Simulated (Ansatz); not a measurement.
# CHClSi₂ (SMILES Cl[Si]1=[Si]=C1): one structure at several levels

How do the functionals fare away from a minimum? The structure is a structure displaced at random from a GFN2-xTB minimum.

Computed with Ansatz 0.2.0, Gaussian basis. Level: single points in def2-TZVPP.

Correlated methods freeze the cores.

## Step 1: Starting geometry

5 atoms, charge 0, spin multiplicity 1.

Atoms are counted from 1 here; the program's logs count them from 0.

Bond lengths: Cl1–Si2 2.122 Å, Si2–Si3 2.376 Å, Si2–C4 1.843 Å, Si3–C4 1.864 Å, C4–H5 1.046 Å. Angles: Cl1–Si2–Si3 164.9°, Cl1–Si2–C4 114.4°, Si3–Si2–C4 50.5°, Si2–Si3–C4 49.8°, Si2–C4–Si3 79.7°, Si2–C4–H5 141.6°, Si3–C4–H5 138.7°.

Geometry (Å):

```
Cl   -1.9511   -1.5136    0.8152
Si   -0.9710   -0.0239   -0.3354
Si    0.6026    1.5053   -1.2464
C     0.8119    0.2049    0.0727
H     1.5632   -0.1629    0.7009
```

## Step 2: CCSD(T)/def2-TZVPP

The input, run/in.yaml:

```yaml
crystal:
  periodic: [false, false, false]
  atoms:
    - {symbol: Cl, position_ang: [-1.951100, -1.513600, 0.815200]}
    - {symbol: Si, position_ang: [-0.971000, -0.023900, -0.335400]}
    - {symbol: Si, position_ang: [0.602600, 1.505300, -1.246400]}
    - {symbol: C, position_ang: [0.811900, 0.204900, 0.072700]}
    - {symbol: H, position_ang: [1.563200, -0.162900, 0.700900]}
basis:
  gaussian: {orbitals: def2-TZVPP}
correlation: {method: ccsd_t}
output: {forces: true}
```

No record of the launch command was kept for these runs.

## Step 3: PBE0-D4/def2-TZVPP

Edit run/in.yaml of step 2 so:

```diff
@@ -10,3 +10,3 @@
   gaussian: {orbitals: def2-TZVPP}
-correlation: {method: ccsd_t}
-output: {forces: true}
+hamiltonian: {xc: pbe0, dispersion: d4}
+output: {forces: true, orbitals: {seedname: orbitals}}
```

## Step 4: wB97M-V/def2-TZVPP

Edit run/in.yaml of step 3 so:

```diff
@@ -10,3 +10,3 @@
   gaussian: {orbitals: def2-TZVPP}
-hamiltonian: {xc: pbe0, dispersion: d4}
-output: {forces: true, orbitals: {seedname: orbitals}}
+hamiltonian: {xc: {name: wB97M-V}}
+output: {forces: true}
```

## Step 5: r2SCAN-D4/def2-TZVPP

Edit run/in.yaml of step 4 so:

```diff
@@ -10,3 +10,3 @@
   gaussian: {orbitals: def2-TZVPP}
-hamiltonian: {xc: {name: wB97M-V}}
+hamiltonian: {xc: r2scan, dispersion: d4}
 output: {forces: true}
```

## Step 6: PBE-D4/def2-TZVPP

Edit run/in.yaml of step 5 so:

```diff
@@ -10,3 +10,3 @@
   gaussian: {orbitals: def2-TZVPP}
-hamiltonian: {xc: r2scan, dispersion: d4}
+hamiltonian: {xc: pbe, dispersion: d4}
 output: {forces: true}
```

## Step 7: BLYP-D4/def2-TZVPP

Edit run/in.yaml of step 6 so:

```diff
@@ -10,3 +10,3 @@
   gaussian: {orbitals: def2-TZVPP}
-hamiltonian: {xc: pbe, dispersion: d4}
+hamiltonian: {xc: {name: BLYP}, dispersion: d4}
 output: {forces: true}
```

## Step 8: BHLYP-D4/def2-TZVPP

Edit run/in.yaml of step 7 so:

```diff
@@ -10,3 +10,3 @@
   gaussian: {orbitals: def2-TZVPP}
-hamiltonian: {xc: {name: BLYP}, dispersion: d4}
+hamiltonian: {xc: {name: BHLYP}, dispersion: d4}
 output: {forces: true}
```

(Steps that only read results are left out.)

Before running it: what results should come out? Wanted: energy less free atoms, CCSD(T)/def2-TZVPP; RMS force component; RMS force error; HOMO and LUMO, PBE0-D4; T1 diagnostic.

The runs gave:

| quantity | value |
| --- | --- |
| energy less free atoms, CCSD(T)/def2-TZVPP | -386.4 kcal/mol |
| RMS force component | 1.116 to 1.403 eV/Å over the methods |
| RMS force error | PBE0-D4 0.178, wB97M-V 0.226, r2SCAN-D4 0.143, PBE-D4 0.136, BLYP-D4 0.192, BHLYP-D4 0.293 eV/Å |
| HOMO and LUMO, PBE0-D4 | -6.54 and -2.82 eV |
| T1 diagnostic | 0.016 |

**Reading.** Against CCSD(T) the functionals' energies less atoms differ by -32.9 to +5.4 kcal/mol, PBE-D4 by -32.9 kcal/mol. A larger basis would deepen the CCSD(T) value, while the functionals are nearly converged already, so the order here is not reliable. For forces PBE-D4 does best and BHLYP-D4 worst. Frozen-core CCSD(T) forces in triple zeta carry basis errors of their own, and this is one geometry, so small gaps rank nothing.
